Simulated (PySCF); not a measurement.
# InH2F (SMILES [H][In]([H])[F]): CCSD(T)/STO-3G

What is the vertical singlet–triplet gap of InH2F at CCSD(T)/STO-3G? 

The results are computed with PySCF 2.14.0.

2 further runs of the same task are left out: 2 set aside as unsound or not needed.

## Step 1: The system as given

InH2F: 4 atoms, total charge 0, spin state singlet. SMILES: `[H][In]([H])[F]`. Geometry: a GFN2-xTB relaxation, a rough one for these elements and not checked as a minimum.

Bond lengths: In1–F4 1.946 Å, In1–H2 1.693 Å, In1–H3 1.691 Å. Angles: H2–In1–F4 114.4°, H3–In1–F4 114.5°, H2–In1–H3 131.1°.

## Step 2: A single-point energy at CCSD(T)/STO-3G

File input.py:

```python
# InH2F
from pyscf import gto, cc

mol = gto.M(
    atom='''
In       0.069180       0.117330      -0.000190
H        1.751200      -0.073770       0.013580
H       -0.891440       1.509340      -0.018860
F       -0.928940      -1.552910       0.005460
''',
    basis='sto-3g',
    verbose=3,
    charge=0,
    max_memory=1860,
)

myscf = mol.RHF()
myscf.conv_tol = 1e-10
myscf.kernel()
if not myscf.converged:
    myscf = myscf.newton().run(myscf.mo_coeff, myscf.mo_occ)

mycc = cc.CCSD(myscf, frozen=19)
mycc.kernel()
e_t = mycc.ccsd_t()
energy = mycc.e_tot + e_t
print('E(%s) = %.9f' % ('CCSD(T)', energy))
```

Started as:

```console
$ OMP_NUM_THREADS=1 python input.py
```

The program printed:

```text
converged SCF energy = -5782.05900642417
E(CCSD) = -5782.127144525717  E_corr = -0.06813810155134072
CCSD(T) correction = -0.00508701641885187
E(CCSD(T)) = -5782.132231542
```

It took 1.5 s on 1 thread of Intel Xeon Platinum 8488C (Sapphire Rapids), shared host; peak memory 0.12 GiB.

## Step 3: The triplet, same level

File run.py:

```python
from pyscf import gto, cc

mol = gto.Mole()
mol.atom = '''
In   0.069180   0.117330  -0.000190
H    1.751200  -0.073770   0.013580
H   -0.891440   1.509340  -0.018860
F   -0.928940  -1.552910   0.005460
'''
mol.max_memory = 1860
mol.charge = 0
mol.spin = 2
mol.verbose = 3
mol.basis = 'sto-3g'
mol.build()

myscf = mol.UHF()
myscf.conv_tol = 1e-10
myscf.kernel()
if not myscf.converged:
    myscf = myscf.newton().run(myscf.mo_coeff, myscf.mo_occ)

mycc = cc.CCSD(myscf, frozen=19)
mycc.kernel()
e_t = mycc.ccsd_t()
etot = mycc.e_tot + e_t
print('E(%s) = %.9f' % ('CCSD(T)', etot))
```

Started as:

```console
$ OMP_NUM_THREADS=1 python run.py
```

The program printed:

```text
WARN: HOMO -0.242839386137525 >= LUMO -0.614923900510034

WARN: HOMO -0.0269191010700557 >= LUMO -0.0331777042068984

SCF not converged.
SCF energy = -5781.82018445829 after 50 cycles  <S^2> = 2.0456514  2S+1 = 3.0302814
converged SCF energy = -5781.90052333768  <S^2> = 2.0252838  2S+1 = 3.0168088
E(UCCSD) = -5781.951996498018  E_corr = -0.05147316033771124
UCCSD(T) correction = -0.00127091394350081
E(CCSD(T)) = -5781.953267412
```

Run time: 2.5 s. Hardware: 1 thread of Intel Xeon Platinum 8488C (Sapphire Rapids), shared host; peak memory 0.12 GiB.

## Step 4: What came out

Level: CCSD(T)/STO-3G, 19 core orbitals frozen.

| quantity | value |
| --- | --- |
| singlet: total energy | -5782.13223 Eh |
| singlet: dipole moment (Hartree–Fock density) | 1.38 D |
| singlet: HOMO energy (Hartree–Fock orbitals) | -8.43 eV |
| singlet: LUMO energy (Hartree–Fock orbitals) | 5.98 eV |
| singlet: HOMO–LUMO gap (Hartree–Fock orbitals) | 14.41 eV |
| singlet: correlation energy (19 core orbitals frozen) | -73.2 mEh |
| singlet: (T) correction | -5.09 mEh |
| singlet: T1 diagnostic | 0.019 |
| triplet: total energy | -5781.95327 Eh |
| triplet: dipole moment (Hartree–Fock density) | 4.02 D |
| triplet: HOMO energy (Hartree–Fock orbitals) (highest over α and β) | -1.57 eV |
| triplet: LUMO energy (Hartree–Fock orbitals) (lowest over α and β) | 3.87 eV |
| triplet: correlation energy (19 core orbitals frozen) | -52.7 mEh |
| triplet: (T) correction | -1.27 mEh |
| triplet: ⟨S²⟩ of the reference determinant | 2.025 |
| triplet: T1 diagnostic | 0.031 |
| vertical energy of the triplet above the singlet | 4.870 eV |

What this shows: At this shape the triplet lies 4.87 eV (470 kJ/mol) above the singlet. In a minimal basis such a difference can be off by several eV, whatever the method. The triples (singlet) make up 6.9 % of the correlation energy. Relativity is left out (singlet) although the molecule holds a heavy atom. Mulliken charges (triplet) of the mean-field density run from -0.15 on H2 to +0.17 on In1; they depend strongly on the basis. The triples (triplet) make up 2.4 % of the correlation energy.
